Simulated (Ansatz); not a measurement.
**AlFH5NSi: rigid scan of one bond length**

How does the energy of AlFH5NSi change as one bond is stretched? Wanted for AlFH5NSi: a rigid scan of one bond length. SMILES: [F][AlH][NH][SiH3].

Computed with Ansatz 0.2.0 through its Python package. Level of theory: CAM-B3LYP/6-31G*.

## Step 1: The system

Bond lengths: F1–Al2 1.738 Å, Al2–N3 1.894 Å, N3–Si4 1.798 Å, Al2–H5 1.610 Å, N3–H6 1.022 Å, Si4–H7 1.470 Å, Si4–H8 1.448 Å, Si4–H9 1.506 Å. Angles: F1–Al2–N3 118.5°, F1–Al2–H5 121.1°, N3–Al2–H5 120.4°, Al2–N3–Si4 108.3°, Al2–N3–H6 108.2°, Si4–N3–H6 110.7°, N3–Si4–H7 109.6°, N3–Si4–H8 112.2°, N3–Si4–H9 104.3°, H7–Si4–H8 111.8°, H7–Si4–H9 106.9°, H8–Si4–H9 111.6°.

The script holds or builds the structure itself.

## Step 2: The script

Input file alfh5nsi_scan.py:

```python
'''Stretching a bond of AlFH5NSi, the rest held rigid.'''

import logging
import sys

import ansatz as az
from ase import Atoms
import numpy as np

logging.basicConfig(stream=sys.stdout, format='%(levelname)s:%(name)s:%(message)s')
log = logging.getLogger('run')
log.setLevel(logging.INFO)

atoms = Atoms(['F', 'Al', 'N', 'Si', 'H', 'H', 'H', 'H', 'H'], positions=[
    [-1.9522, 2.2735, 0.1679],
    [-0.3601, 1.6099, -0.0469],
    [0.1297, 0.0898, 0.9707],
    [0.5417, -1.241, -0.166],
    [0.6628, 2.2365, -1.1207],
    [-0.6646, -0.1698, 1.5594],
    [0.8649, -2.4569, 0.5943],
    [1.6096, -0.8757, -1.0734],
    [-0.7433, -1.5126, -0.9024],
])
system = az.Crystal.molecule_from_ase(atoms)

symbols = [site.symbol for site in system.cartesian_sites]
start = np.array([site.position_ang for site in system.cartesian_sites])
axis = (start[3] - start[2]) / np.linalg.norm(start[3] - start[2])
moving = [3, 6, 7, 8]
lengths, energies = [1.582, 1.654, 1.726, 1.798, 1.87, 1.942, 2.014, 2.122], []
for length in lengths:
    xyz = start.copy()
    xyz[moving] += (length - np.linalg.norm(start[3] - start[2])) * axis
    point = az.Crystal.molecule()
    for symbol, place in zip(symbols, xyz):
        point = point.atom(symbol, place.tolist())
    setup = (
        point.calculation()
        .basis(gaussian='6-31G*')
        .functional('cam_b3lyp')
    )
    r = setup.run(threads=1).report
    energies.append(r['free_energy_ev'])
    log.info(f'r = {length:6.3f} A  E = {energies[-1]:.5f} eV  <S^2> = {abs(r["mean_field"]["state"]["spin_squared"]):.3f}')

# quartic fit about the minimum
fit = np.polynomial.Polynomial.fit(lengths, np.array(energies) - min(energies), 4).convert()
roots = [r.real for r in fit.deriv().roots() if abs(r.imag) < 1e-9 and fit.deriv(2)(r.real) > 0]
r_e = min(roots, key=lambda r: abs(r - lengths[int(np.argmin(energies))]))
log.info(f'minimum of the fit at {r_e:.4f} A, force constant {fit.deriv(2)(r_e):.2f} eV/A^2')
```

## Step 3: Running it

Run with:

```bash
$ python alfh5nsi_scan.py
```

Q: Predict the main results. Wanted: range of energy; lowest point, distance.

As calculated:

```
                        quantity     value
bond length at the fit's minimum  1.7608 Å
                   runs compared         8
                 range of energy  0.899 eV
      lowest point, distance (Å)      1.73
```

**Reading.** The curve has its lowest point inside the range, at 1.73. The ends stand 0.505 and 0.899 eV above it. The distance scanned is the script's pair 2, 3. Reading the output:
- The rest of the molecule is held rigid at a force-field or estimated start geometry, and the basis set is modest; single-reference methods fail as a bond breaks.
- The orbitals are restricted, so S² is zero by construction.
